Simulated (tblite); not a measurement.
# C5H16N2Si2: the cost of one run

The runs use tblite 0.8.0 and PySCF 2.14.0, with density-fitted response routines of our own; the level of theory stands in each step. All values are computed, except where a source is named. Atoms are numbered from 0 throughout.

## (1) The starting structure

25 atoms, charge 0, multiplicity 1; geometry from: force field or distance geometry start.

Bonds of the start (Å): C0–C1 1.50, C1–C2 1.51, C2–C3 1.50, C3–Si4 1.87, Si4–N5 1.78, N5–C6 1.44, Si4–N7 1.80, N7–Si8 1.80, Si8–C2 1.88, C0–H9 1.12, C0–H10 1.10, C0–H11 1.12, C1–H12 1.14, C1–H13 1.10, C2–H14 1.11, C3–H15 1.09, C3–H16 1.10, Si4–H17 1.47, N5–H18 1.04, C6–H19 1.13, C6–H20 1.11, C6–H21 1.10, N7–H22 1.05, Si8–H23 1.47, Si8–H24 1.45.

## (2) Geometry optimisation with GFN2-xTB

What the job is given:

```
{"job": {"kind": "relax", "xc": "GFN2-xTB", "basis": "xTB"}, "charge": 0, "multiplicity": 1}
C     -3.446700     0.412800    -0.044700
C     -2.478200    -0.604000    -0.583400
C     -1.095600    -0.017400    -0.473800
C     -0.005200    -0.910400    -0.978900
Si     1.501200    -0.578500     0.081000
N      2.916400    -0.083800    -0.872100
C      3.643700     0.939200    -0.157800
N      0.987900     0.718700     1.218500
Si    -0.745300     0.269800     1.352400
H     -4.516500     0.126600    -0.201900
H     -3.222500     0.556100     1.025100
H     -3.190800     1.376300    -0.558200
H     -2.505600    -1.451500     0.185800
H     -2.741800    -1.007300    -1.574100
H     -1.064500     0.928500    -1.057900
H      0.235500    -0.614900    -2.002000
H     -0.281300    -1.977600    -0.960300
H      1.753400    -1.788900     0.884900
H      3.563600    -0.892300    -0.994500
H      3.158100     1.219500     0.823600
H      4.670900     0.648600     0.141400
H      3.724500     1.826100    -0.805400
H      1.482600     0.651000     2.141300
H     -0.797100    -1.032200     2.026700
H     -1.557600     1.309700     1.950900
```

Launch:

```sh
OMP_NUM_THREADS=1 python probes_run.py task.json out
```

One launch serves the whole session: the jobs run in the order shown.

**Question.** How long does this first job take on 1 thread of Arm Neoverse V2, shared host, and how much memory does it need?

About 1.4 s, with a peak of 0.18 GiB.
